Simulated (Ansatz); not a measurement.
# Zr3W: the cost of one run

Computed with Ansatz 0.2.0 (DFT PBE, scalar-relativistic, plane waves, PAW, unless a step names another level, unless a step's input says otherwise).

2 further runs of the same task are left out: 2 that didn't finish.

## (1) The structure to begin with

Symmetry: Cmcm, No. 63, orthorhombic system. The conventional cell has a = 7.297 Å, b = 9.758 Å, c = 4.681 Å, α = 90.00°, β = 90.00°, γ = 90.00°. Zr (site symmetry m2m) has 10 Zr at 3.02 to 3.25 Å and 2 W at 3.39 Å as nearest neighbours. Zr (site symmetry m) is surrounded by 4 W at 2.85 to 3.12 Å and 9 Zr at 3.02 to 3.42 Å. Around W (site symmetry m2m) lie 8 Zr at 2.85 to 3.12 Å.

Structure file:

```
Zr W
1.0
     3.64857   -4.87917    0.00000
     3.64857    4.87917    0.00000
     0.00000    0.00000    4.68122
Zr W
6 2
Cartesian
  3.6486 -1.1289 3.5109
  3.6486 1.1289 1.1703
  1.6289 1.2056 3.5109
  5.6682 -1.2056 1.1703
  1.6289 -1.2056 1.1703
  5.6682 1.2056 3.5109
  3.6486 3.5798 3.5109
  3.6486 -3.5798 1.1703
```

It came out lowest among 29 distinct ends of the trial cells. At a tolerance of 0.05 Å it has space group Cmcm (No. 63).

## (2) A stricter relaxation, on the response runs' mesh and smearing

The input, input.yaml:

```yaml
crystal:
  lattice:
    - [3.6485676614, -4.8791663509, 0.0]
    - [3.6485676614, 4.8791663509, 0.0]
    - [0.0, 0.0, 4.681221611]
  atoms:
    - { symbol: Zr, position: [0.6156886471, 0.3843113529, 0.75] }
    - { symbol: Zr, position: [0.3843113529, 0.6156886471, 0.25] }
    - { symbol: Zr, position: [0.0996770097, 0.3467718997, 0.75] }
    - { symbol: Zr, position: [0.9003229903, 0.6532281003, 0.25] }
    - { symbol: Zr, position: [0.3467718997, 0.0996770097, 0.25] }
    - { symbol: Zr, position: [0.6532281003, 0.9003229903, 0.75] }
    - { symbol: W, position: [0.1331549365, 0.8668450635, 0.75] }
    - { symbol: W, position: [0.8668450635, 0.1331549365, 0.25] }
basis:
  ecutwfc: 420
kpoints:
  mp_grid: { grid: [6, 6, 8] }
hamiltonian:
  xc: pbe
scf:
  occupations: { method: gaussian, width: 0.1 }
output:
  forces: true
  stress: true
  eigenvalues: true
relax:
  adjacent_minimum: "off"
  f_tol: 0.001
  max_steps: 60
  cell: { stress_tol: 0.01 }
```

Run with:

```
$ ansatz run input.yaml --threads 3 --pin off --max-ram 7680MiB --backend cpu --events-out ev --progress --plain --runs-dir out
```

**Question.** How long does this run take on 3 threads of Intel Xeon at 2.50GHz (Skylake/Cascade Lake), shared host, and how much memory does it need?

About 2.4 min, with a peak of 0.89 GiB.
